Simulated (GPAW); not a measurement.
Input of a GPAW 26.7.0 run:

Contents of run.py:

```python
from ase import Atoms
from ase.filters import FrechetCellFilter
from ase.io import write
from ase.optimize import BFGS
from gpaw import GPAW, PW, setup_paths

setup_paths.insert(0, '.')

atoms = Atoms(['As', 'As', 'As', 'As', 'S', 'S'],
              cell=[[-3.50648, 3.50648, 2.485919],
                    [3.50648, -3.50648, 2.485919],
                    [3.50648, 3.50648, -2.485919]],
              scaled_positions=[[0.875, 0.125, 0.25],
                                [0.875, 0.625, 0.75],
                                [0.375, 0.125, 0.25],
                                [0.875, 0.125, 0.75],
                                [0.25, 0.75, 0.5],
                                [0.5, 0.5, 0.0]],
              pbc=True)

calc = GPAW(mode=PW(600),
            xc='PBEsol',
            kpts={'size': (5, 5, 5), 'gamma': True},
            occupations={'name': 'fermi-dirac', 'width': 0.05},
            nbands=30,
            convergence={'density': 1e-05, 'forces': 0.0001},
            maxiter=150,
            txt='gpaw.txt')
atoms.calc = calc
opt = BFGS(FrechetCellFilter(atoms), trajectory='relax.traj', logfile='-')
done = opt.run(fmax=0.02, steps=60)
calc.write('gs.gpw')
write('result.traj', atoms)
print('Converged:', done)
print('Cell:', atoms.cell.cellpar().round(4))
print('Volume:', round(atoms.get_volume(), 4))
print(atoms.get_scaled_positions().round(5))
```

Potentials or basis: PAW data sets generated in the run's folder for this functional, pw.

Run with:

```console
$ gpaw-setup -f PBEsol As S
$ OMP_NUM_THREADS=1 python run.py
```

Question: Predict the space group after relaxing (to 0.05 Å).

Answer: I4_1/amd (No. 141).

Question: Estimate the relaxed cell.

Answer: a = 5.468 Å, b = 5.468 Å, c = 5.468 Å, α = 101.82°, β = 101.82°, γ = 126.17°.

Question: Predict the band gap on the k mesh.

Answer: 0.07 eV, indirect (least direct gap 0.35 eV).

Question: Predict the relaxed volume.

Answer: 19.61 Å³/atom.

Step by step:
```csv
step,energy change (eV),largest force (eV/Å),pressure (GPa),volume (Å³)
1,0.0000,0.0000,-3.11,122.26
2,-0.0064,0.0000,-2.90,121.92
3,-0.0459,0.0001,0.18,117.38
4,-0.0462,0.0001,0.03,117.57
5,-0.0464,0.0000,-0.07,117.69
6,-0.0473,0.0001,-0.24,117.88
7,-0.0481,0.0001,-0.28,117.88
8,-0.0485,0.0002,-0.16,117.66
```

Caveat: later steps reuse the first step's grids; an odd mesh through Γ misses points on the zone boundary, where band edges often lie. As with any semilocal functional, this PBEsol gap is likely too small.
